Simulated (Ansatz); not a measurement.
Predict the output of the script below (the Python package of Ansatz (0.2.0)).

`freq.py`:
```python
"""Vibrations of H7SbSi2."""

import argparse

import ansatz
from ase import Atoms
import numpy as np

parser = argparse.ArgumentParser(description="Vibrations of H7SbSi2.")
parser.add_argument("--basis-set", default="def2-SVP", help="basis")
parser.add_argument("--functional", default="pbe0", help="exchange-correlation functional")
args = parser.parse_args()

atoms = Atoms(["Si", "Sb", "Si", "H", "H", "H", "H", "H", "H", "H"], positions=[
    [-1.2339, 1.0013, -0.7392],
    [1.2174, 0.9118, -0.5104],
    [0.9818, -0.982, 1.119],
    [-1.75, -0.2966, -0.9467],
    [-1.6185, 1.8741, -1.9307],
    [-1.859, 1.6516, 0.4651],
    [1.3832, -0.1924, -1.8657],
    [0.1065, -1.9621, 0.602],
    [2.3345, -1.593, 1.3696],
    [0.521, -0.4638, 2.4399],
])
system = ansatz.Crystal.molecule_from_ase(atoms)

calculation = (
    system.calculation()
    .basis(gaussian=args.basis_set)
    .functional(args.functional)
)
symbols = [site.symbol for site in system.cartesian_sites]
start = np.array([site.position_ang for site in system.cartesian_sites], dtype=float)
summary = calculation.relax(force_tolerance=0.003, max_steps=100).run(threads=1).report
end = np.array(summary["positions_ang"])

print("bond        before    after (A)")
for i, j in [(0, 1), (0, 3), (0, 4), (0, 5), (1, 2), (1, 6), (2, 7), (2, 8), (2, 9)]:
    d0, d1 = (np.linalg.norm(xyz[i] - xyz[j]) for xyz in (start, end))
    print(f"{symbols[i]}{i}-{symbols[j]}{j}".ljust(10), f"{d0:8.4f} {d1:8.4f}")
for i, j, k in [(1, 0, 3), (1, 0, 4), (1, 0, 5), (3, 0, 4), (3, 0, 5), (4, 0, 5), (0, 1, 2), (0, 1, 6)]:
    u, v = end[i] - end[j], end[k] - end[j]
    print(f"angle {symbols[i]}{i}-{symbols[j]}{j}-{symbols[k]}{k}: {np.degrees(np.arccos(np.clip(u @ v / np.linalg.norm(u) / np.linalg.norm(v), -1, 1))):.2f} deg")

# same settings at the minimum
minimum = ansatz.Crystal.molecule()
for symbol, xyz in zip(symbols, end):
    minimum = minimum.atom(symbol, xyz.tolist())
vibrating = (
    minimum.calculation()
    .basis(gaussian=args.basis_set)
    .functional(args.functional)
    .phonons(temperatures=(200, 600, 100))
)
vib = vibrating.run(threads=1).report["vibrations"]
sums = vib["harmonic_sums"]
modes = [m["omega_inv_cm"] for m in sums["modes_at_gamma"] if m["rigid_motion"] == "no"]
print("frequencies (1/cm):", " ".join(f"{w:.0f}" for w in modes))
print("imaginary modes:", sum(w < 0 for w in modes), " zero-point energy:", round(sums["zero_point_energy_ev"], 4), "eV")
print("T (K)   F_vib (eV)   S_vib (meV/K)   C_vib (meV/K)")
for row in zip(sums["temperatures_k"], sums["vibrational_free_energy_ev"], vib["entropy_ev_per_k"], vib["heat_capacity_ev_per_k"]):
    print(f"{row[0]:6.1f} {row[1]:11.4f} {1000 * row[2]:13.4f} {1000 * row[3]:15.4f}")
```

`python freq.py` gives:
```text
bond        before    after (A)
Si0-Sb1      2.4636   2.5831
Si0-H3       1.4121   1.4949
Si0-H4       1.5262   1.4949
Si0-H5       1.5047   1.4953
Sb1-Si2      2.5094   2.5831
Sb1-H6       1.7560   1.7174
Si2-H7       1.4121   1.4948
Si2-H8       1.5053   1.4949
Si2-H9       1.4919   1.4953
angle Sb1-Si0-H3: 112.68 deg
angle Sb1-Si0-H4: 109.24 deg
angle Sb1-Si0-H5: 108.32 deg
angle H3-Si0-H4: 109.06 deg
angle H3-Si0-H5: 108.86 deg
angle H4-Si0-H5: 108.61 deg
angle Si0-Sb1-Si2: 91.10 deg
angle Si0-Sb1-H6: 91.06 deg
frequencies (1/cm): 77 79 107 305 311 408 410 487 549 619 628 845 882 931 936 936 938 1951 2217 2220 2232 2235 2236 2236
imaginary modes: 0  zero-point energy: 1.5359 eV
T (K)   F_vib (eV)   S_vib (meV/K)   C_vib (meV/K)
 200.0      1.4887        0.5261          0.5870
 300.0      1.4216        0.8155          0.8472
 400.0      1.3262        1.0874          1.0429
 500.0      1.2048        1.3370          1.1940
 600.0      1.0595        1.5660          1.3181
```

Caveats:
- The frequencies are harmonic and unscaled, in a modest basis. The result belongs to the one conformer reached from this start, and soft torsions count as harmonic oscillators.
- def2 sets replace the cores of elements past krypton by effective core potentials.
- Hardware and time: 3.1 min on 1 thread of Intel(R) Xeon(R) Platinum 8488C (Sapphire Rapids), with other jobs on the host, peak memory 0.31 GiB.

(A comment or docstring line of the script was reworded after the run, the code is as it ran; lines on the test bed's own set-up are left out of the output.)
